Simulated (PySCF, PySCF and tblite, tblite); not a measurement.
# C₃H₅ClGeN₂: a path driven as a shift of bonds, and NMR exchange

The task here is to estimate one member of a computed series from the others.

Programs: PySCF 2.14.0 with density-fitted response routines of our own, and tblite 0.8.0. All values are computed, except where a source is named. Atoms count from 0 throughout.

### The starting structure

12 atoms, charge 0, multiplicity 1; geometry from: force field or distance geometry start.

Bonds of the start (Å): C1–C2 1.37, C1–N6 1.34, C2–C3 1.39, C2–H7 1.08, C3–H8 1.07, C3–N4 1.36, Cl0–C1 1.77, Ge5–H10 1.55, Ge5–H11 1.55, Ge5–H9 1.55, N4–Ge5 1.87, N4–N6 1.32.

Set-up of the first run:

Job settings and geometry (Å):

```
{"job": {"xc": "GFN2-xTB", "basis": "xTB", "kind": "relax"}, "charge": 0, "multiplicity": 1}
Cl     3.279100    -1.610300     0.237600
C      1.803800    -0.648500     0.096300
C      1.760100     0.699200    -0.147600
C      0.401500     0.995800    -0.180600
N     -0.275100    -0.149600     0.079100
Ge    -2.134300    -0.330000     0.076900
N      0.567000    -1.153000     0.227400
H      2.581500     1.389700    -0.305600
H     -0.045900     1.949900    -0.357700
H     -2.534300    -1.490100     1.031100
H     -2.777400     0.988500     0.572600
H     -2.624800    -0.642500    -1.355500
```

The run is started by

```bash
> OMP_NUM_THREADS=1 python ens_run.py task.json out
```

One launch serves the whole session.

Among the steps run: GFN2-xTB relaxation, start minimum; Relaxed scan, to the middle; Relaxed scan, from the middle, back; Relaxed scan, from the middle, on; Nudged elastic band, leg 1; Saddle search, leg 1; DFT refinement, start: PBE0-D3(BJ)/def2-SVP; Shieldings, start: PBE0/pcSseg-1 in benzene; Shieldings, saddle of leg 1: PBE0/pcSseg-1 in benzene; Shieldings, end: PBE0/pcSseg-1 in benzene; The path in numbers; Shieldings, start: PBE0/pcSseg-1 in water; Single-point energy, saddle of leg 1: PBE0/pcSseg-1 in water; Shieldings, end: PBE0/pcSseg-1 in water; Second level: PBE0/pcSseg-1 + D3(BJ), IEF-PCM water.

One of the session's tables, all rows but one given; the rest of the session is left out.

It belongs to the step «Second level: PBE0/pcSseg-1 + D3(BJ), IEF-PCM water». Barriers by level (kcal/mol; entropies in cal/(mol K)). Zero-point and thermal terms come from xTB in every row. ΔG‡ leaves symmetry out; the rate counts equivalent paths (a factor of 2); effective ΔG‡, where given, is the barrier that would give that rate by Eyring's equation alone:

```
                                  level    ΔE‡  with zero-point    ΔH‡  ΔG‡ (298 K)  k at 298 K (1/s)
                               GFN2-xTB  10.51             9.92   9.38        10.51           2.4e+05
                   PBE0-D3(BJ)/def2-SVP      ?                ?      ?            ?                 ?
PBE0/pcSseg-1 + D3(BJ), IEF-PCM benzene  23.98            23.40  22.86        23.99           3.2e-05
  PBE0/pcSseg-1 + D3(BJ), IEF-PCM water  25.35            24.77  24.23        25.36           3.2e-06
```

Estimate the missing values for PBE0-D3(BJ)/def2-SVP.

The run gave: ΔE‡: 22.79; with zero-point: 22.21; ΔH‡: 21.67; ΔG‡ (298 K): 22.80; k at 298 K (1/s): 0.00024. In the column «ΔE‡» it lies between GFN2-xTB (10.51) and PBE0/pcSseg-1 + D3(BJ), IEF-PCM benzene (23.98).
